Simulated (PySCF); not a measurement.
# CH3BFN: the cost of one run

Programs: PySCF 2.14.0, with density-fitted response routines of our own. Each step states its level of theory. These are calculated values for one molecule in the gas phase, unless marked as measured. Atoms are numbered from 0 throughout.

## Step 1: The molecule as given

7 atoms, charge 0, multiplicity 1; geometry from: GFN2-xTB. The atoms were then displaced at random by about 0.01 Å, so the start is not that level's minimum.

Bonds of the start (Å): C0–N1 1.16, N1–B2 1.51, B2–F3 1.35, C0–H4 1.05, B2–H5 1.21, B2–H6 1.19.

## Step 2: Relaxing the molecule at PBE0-D3(BJ)/def2-SVP

The job: settings as JSON, then the geometry in Å.

```
{"job": {"xc": "PBE0", "basis": "def2-SVP", "d3": "d3bj", "grid": 1, "shake": 0.01, "kind": "geom"}, "charge": 0, "multiplicity": 1}
C      1.291160     0.164630    -0.927540
N      0.441120     0.009020    -0.160530
B     -0.736380    -0.144890     0.772290
F     -1.721410     0.577180     0.194220
H      2.038600     0.336560    -1.646570
H     -0.354540     0.344550     1.805650
H     -0.924590    -1.316160     0.812150
```

Run with:

```bash
$ OMP_NUM_THREADS=1 python probes_run.py task.json out
```

The driver reads the jobs from task.json and runs them one after another.

Q: Estimate the wall time and peak memory of this first job on 1 thread of Arm Neoverse V1, shared host.

About 16 s, with a peak of 0.31 GiB.
